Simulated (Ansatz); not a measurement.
Working through cell relaxations under several functionals of Cu, space group I4/mmm

Program: Ansatz 0.2.0, Python API.

The script reads `cu.xyz`:
```text
1
Lattice="-1.44279332 1.44279332 1.37608145 1.44279332 -1.44279332 1.37608145 1.44279332 1.44279332 -1.37608145" Properties=species:S:1:pos:R:3 pbc="T T T"
Cu    0.00000000    0.00000000    0.00000000
```

Run as a notebook:

**Cell 1**
```python
import warnings

import ansatz
import numpy as np

def edges_and_angles(cell):
    cell = np.asarray(cell)
    a, b, c = np.linalg.norm(cell, axis=1)
    cosines = cell[1] @ cell[2] / (b * c), cell[0] @ cell[2] / (a * c), cell[0] @ cell[1] / (a * b)
    return (a, b, c, *np.degrees(np.arccos(cosines)))
```

**Cell 2**
```python
warnings.simplefilter("ignore", ansatz.DeckWarning)
```

**Cell 3**
```python
structure = ansatz.Crystal.from_extxyz("cu.xyz")
```

**Cell 4**
```python
model = (
    structure.calculation()
    .scf(extra_bands=8)
    .eigensolver("davidson", mixed_precision=False)
    .basis(320, xc_grid=1)
    .kpoints(mesh=(14, 14, 14), shift=0.5)
    .occupations("fermi_dirac", width=0.01)
    .accuracy("medium")
    .relax(cell=True, force_tolerance=0.01)
)
```

**Cell 5**
```python
levels = [("pbesol", "d3bj"), ("lda", "none"), ("blyp", "d3bj")]
print("level            a       b       c    alpha   beta  gamma  V/atom  steps")
for name, dispersion in levels:
    seen = []
    run = model.functional(name, dispersion=dispersion).session().plan()
    done = run.execute(on_event=lambda e: seen.append(e) if e["event"] == "relax_step" else None)
    cell = done.lattice.cell_ang
    label = name if dispersion == "none" else f"{name}+{dispersion}"
    print("{:13s} {:7.4f} {:7.4f} {:7.4f} {:6.2f} {:6.2f} {:6.2f}".format(label, *edges_and_angles(cell)), f"{abs(np.linalg.det(cell)) / len(done.lattice.sites):7.3f} {len(seen):5d}")
```
Output:
```text
level            a       b       c    alpha   beta  gamma  V/atom  steps
pbesol+d3bj    2.4228  2.4228  2.4228 108.03 108.03 112.39  10.926    27
lda            2.4279  2.4279  2.4279 108.22 108.22 112.01  11.001    16
blyp+d3bj      2.4451  2.4451  2.4451 108.27 108.27 111.91  11.237    12
```

From smallest to largest: PBEsol+D3BJ (10.93 Å³ an atom, -4.6 % against the start), LDA (11.00 Å³ an atom, -4.0 % against the start) and BLYP+D3BJ (11.24 Å³ an atom, -1.9 % against the start). The spread is 2.8 % in volume.

Reading the output:
- These settings explore the input space; cutoff and mesh may be short of convergence.
- The cutoff lies under the one recommended for these potentials.
- No spin polarisation was allowed.
- BLYP and dispersion corrections can be off by several per cent in the lattices of metals, and by several GPa in the pressure at a fixed cell.
- For a metal this k-point mesh is coarse: on a finer one energies can move by several to tens of meV an atom and pressures by half a GPa or more, differences at one mesh by less.
- Edges and angles are those of the cell as typed, here a primitive one, not of the conventional cell.
- This isn't the structure that Cu takes at ambient conditions.
- The script silences the warnings on its input, which a real study should read.
- Hardware and time: 110 s on 1 thread of Arm Neoverse V1, on a shared host, peak memory 0.36 GiB.
